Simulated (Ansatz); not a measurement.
# Hg: the cost of one run

Computed with Ansatz 0.2.0 (reference: DFT LDA, plane waves, PAW, scalar-relativistic, no spin polarisation, unless a step's input says otherwise).

1 further run of the same task is left out (it didn't finish).

## Step 1: The structure to begin with

The structure is orthorhombic, space group Cmce (No. 64). The conventional cell has a = 6.146 Å, b = 4.049 Å, c = 8.279 Å, α = 90.00°, β = 90.00°, γ = 90.00°. Hg (site symmetry m) has 1 Hg at 2.26 Å as nearest neighbours.

As a file:

```
Hg
1.0
    -3.07278    0.00000    2.02456
     0.00000   -8.27861    0.00000
     3.07278    0.00000    2.02456
Hg
4
Direct
  0.14930 0.88440 0.14930
  0.64930 0.61560 0.64930
  0.85070 0.11560 0.85070
  0.35070 0.38440 0.35070
```

## Step 2: Baseline

The input, input.yaml:

```yaml
crystal:
  lattice:
    - [-3.072778, 0.0, 2.024562]
    - [0.0, -8.278607, 0.0]
    - [3.072778, 0.0, 2.024562]
  atoms:
    - { symbol: Hg, position: [0.1493, 0.8844, 0.1493] }
    - { symbol: Hg, position: [0.6493, 0.6156, 0.6493] }
    - { symbol: Hg, position: [0.8507, 0.1156, 0.8507] }
    - { symbol: Hg, position: [0.3507, 0.3844, 0.3507] }
  symmetry: { tolerance: 0.0003 }
kpoints:
  mp_grid: { grid: [5, 2, 5], shift: [0, 0, 0] }
magnetization:
  spin_polarized: false
scf:
  occupations: { method: fermi_dirac }
hamiltonian:
  pseudopotentials: { kind: paw }
  xc: lda
basis:
  ecutwfc: 420
output:
  forces: true
  stress: true
  eigenvalues: true
```

Started as:

```sh
ansatz run input.yaml --threads 1 --pin off --max-ram 2560MiB --backend cpu --events-out ev --progress --plain --runs-dir out
```

**Question.** How long does this run take on 1 thread of Arm Neoverse V2, shared host, and how much memory does it need?

About 3.1 s, with a peak of 0.34 GiB.
